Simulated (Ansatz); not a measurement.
# C2H6AlNS: how energies converge with the basis set

How large a basis does C2H6AlNS need? Two functionals are run in growing sets.

The runs use Ansatz 0.2.0, Gaussian basis; one geometry, several basis sets.

Plan: PBE0-D4/def2-SVP; ωB97M-V/def2-SVP; PBE0-D4/def2-QZVPP; ωB97M-V/def2-QZVPP; the functionals' def2-TZVPP values are taken from earlier runs.

## 1. The geometry

An earlier PBE0-D4 in a triple-zeta def2 set relaxation fixed the geometry.

11 atoms, charge 0, spin multiplicity 1.

Atoms are counted from 1 here; the program's logs count them from 0.

Bond lengths: N1–C2 1.447 Å, N1–H6 1.012 Å, N1–H7 1.012 Å, C2–C3 1.476 Å, C2–H8 1.100 Å, C2–H9 1.103 Å, C3–Al4 1.961 Å, C3–S5 1.646 Å, Al4–S5 2.397 Å, Al4–H10 1.584 Å, Al4–H11 1.583 Å. Angles: C2–N1–H6 110.7°, C2–N1–H7 110.8°, H6–N1–H7 107.5°, N1–C2–C3 112.3°, N1–C2–H8 108.5°, N1–C2–H9 115.5°, C3–C2–H8 104.9°, C3–C2–H9 109.4°, H8–C2–H9 105.4°, C2–C3–Al4 152.3°, C2–C3–S5 124.9°, Al4–C3–S5 82.8°, C3–Al4–S5 42.9°, C3–Al4–H10 116.7°, C3–Al4–H11 117.7°, S5–Al4–H10 112.9°, S5–Al4–H11 113.2°, H10–Al4–H11 124.5° and more.

## 2. PBE0-D4 in def2-SVP

File in.yaml:

```yaml
crystal:
  periodic: [false, false, false]
  atoms:
    - {symbol: N, position_ang: [-0.736220, 1.643330, -0.084288]}
    - {symbol: C, position_ang: [-0.834688, 0.422169, 0.686459]}
    - {symbol: C, position_ang: [0.103037, -0.615364, 0.215776]}
    - {symbol: Al, position_ang: [1.681323, -1.202159, -0.788727]}
    - {symbol: S, position_ang: [0.031013, -2.206707, 0.629610]}
    - {symbol: H, position_ang: [-1.057513, 1.494955, -1.032403]}
    - {symbol: H, position_ang: [-1.310544, 2.370741, 0.321002]}
    - {symbol: H, position_ang: [-0.524729, 0.636580, 1.720175]}
    - {symbol: H, position_ang: [-1.846976, -0.008333, 0.767187]}
    - {symbol: H, position_ang: [1.465855, -1.539242, -2.321320]}
    - {symbol: H, position_ang: [3.094942, -1.052971, -0.092969]}
basis:
  gaussian: {orbitals: def2-SVP}
hamiltonian: {xc: pbe0, dispersion: d4}
output: {orbitals: {seedname: orbitals}}
```

Launch:

```
> ansatz run in.yaml --threads 4 --pin off --events-out ev --progress --plain --max-ram 10444MiB
```

The runs that follow: ωB97M-V in def2-SVP; PBE0-D4 in def2-QZVPP; ωB97M-V in def2-QZVPP.

Q: Predict the results of all the runs planned. Wanted: PBE0-D4: double and triple zeta above quadruple; ωB97M-V: double and triple zeta above quadruple.

**Answer**, as computed:

| quantity | value |
| --- | --- |
| PBE0-D4: double and triple zeta above quadruple | 10.95, 0.74 eV |
| ωB97M-V: double and triple zeta above quadruple | 11.06, 0.71 eV |

In words: PBE0-D4 gains 10.21 eV from double to triple zeta, then 0.74 eV more. Total energies overstate the basis error of differences, where much of it tends to cancel.
